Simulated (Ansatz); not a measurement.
Crystal: HPbNO4.

```
H Pb N O
1.0
     4.12040   -0.00081   -0.01120
     0.00404    6.42722    0.05360
     0.02791    3.20707    7.74994
H Pb N O
2 2 2 8
Direct
  0.90366 0.21821 0.48851
  0.40337 0.78177 0.51142
  0.39455 0.30863 0.70725
  0.89489 0.69135 0.29266
  0.63409 0.19990 0.20730
  0.13386 0.80012 0.79275
  0.90829 0.32866 0.54369
  0.53792 0.39076 0.19497
  0.53483 0.11279 0.10602
  0.83718 0.08887 0.32672
  0.40817 0.67132 0.45624
  0.03774 0.60924 0.80520
  0.03429 0.88737 0.89397
  0.33716 0.91101 0.67330
```

The cell was built by a generator and needn't be a form met in nature.

Base run:

```yaml
Program: Ansatz 0.2.0
Functional: PBE
Potentials_or_basis: Ansatz PAW
Cutoff: 420 eV
Density_cutoff: 1680 eV
k_mesh: 7 × 5 × 4
Occupations: fermi-dirac, width 0.05 eV
Spin: no spin polarisation
```

Its results: band gap on the k mesh 3.30 eV, indirect (least direct gap 3.39 eV); largest force 0.007 eV/Å.

Problem. The run is repeated on the same cell with these changes: functional from PBE to HSE06; k mesh from 7 × 5 × 4 to 3 × 2 × 2. What comes out?

Solution. Band gap on the k mesh 4.76 eV, indirect (least direct gap 4.91 eV); largest force 1.516 eV/Å.

Several settings changed at once, so the effect can't be laid on one alone.

Caveats: some runs use coarse meshes; odd divisions of the mesh miss points on the zone boundary, where band edges often lie, so the gap on the mesh can be too wide; spin-orbit coupling is left out, which as a rule narrows the gap of such compounds by several tenths of an eV; the PAW data sets come from PBE, with cores solved anew for the run's functional, which leaves a small shift of forces and pressure (some runs); forces of over 1 eV/Å show positions far from the minimum, so gaps and moduli don't describe the material at rest (some runs).

A k mesh can miss the band edges.

Not every run made on this cell is shown here.
